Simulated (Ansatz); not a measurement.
Runs of Ansatz 0.2.0 on Sr2SO. Symmetry: P4/mmm, No. 123, tetragonal system. The conventional cell has a = 4.043 Å, b = 4.043 Å, c = 5.718 Å, α = 90.00°, β = 90.00°, γ = 90.00°. Around Sr (site symmetry 4/mmm) lie 2 O at 2.86 Å and 4 S at 2.86 Å. Sr (site symmetry 4/mmm) has 2 S at 2.86 Å and 4 O at 2.86 Å as nearest neighbours. Around S (site symmetry 4/mmm) lie 6 Sr at 2.86 Å. O (site symmetry 4/mmm) is surrounded by 6 Sr at 2.86 Å. The cell comes from a database or a generator and needn't be the stable form of this composition.

```csv
level,cutoff (eV),gap on the mesh (eV),pressure (GPa)
r2SCAN,500,2.63,-0.9
revPBE,420,2.25,1.4
PBEsol,420,2.14,-2.6
r2SCAN0,500,(a),(b)
HSE06,420,3.42,-1.2
RPBE,420,2.27,2.0
LDA,420,2.14,-4.7
PBE,420,2.21,(d)
PBE0,420,4.15,-1.2
BLYP,420,(c),1.9
```

Alike in all rows: task projected density of states; potentials or basis Ansatz PAW; no spin polarisation; cell as given; k mesh 4 × 4 × 3; smearing fermi-dirac 0.05 eV.

Problem. Fill in the values left out.

Solution. (a) 4.45; (b) -1.5; (c) 2.37; (d) -0.2.

Caveats: odd divisions of the mesh miss points on the zone boundary, where band edges often lie, so the gap on the mesh can be too wide; the density of states is complete only up to the lowest level of the last band computed; the PAW data sets come from PBE, with cores solved anew for the run's functional, which leaves a small shift of forces and pressure (some runs); the thresholds are loose for stress (some runs).

A k mesh can miss the band edges, and the runs leave out spin-orbit coupling on Sr.
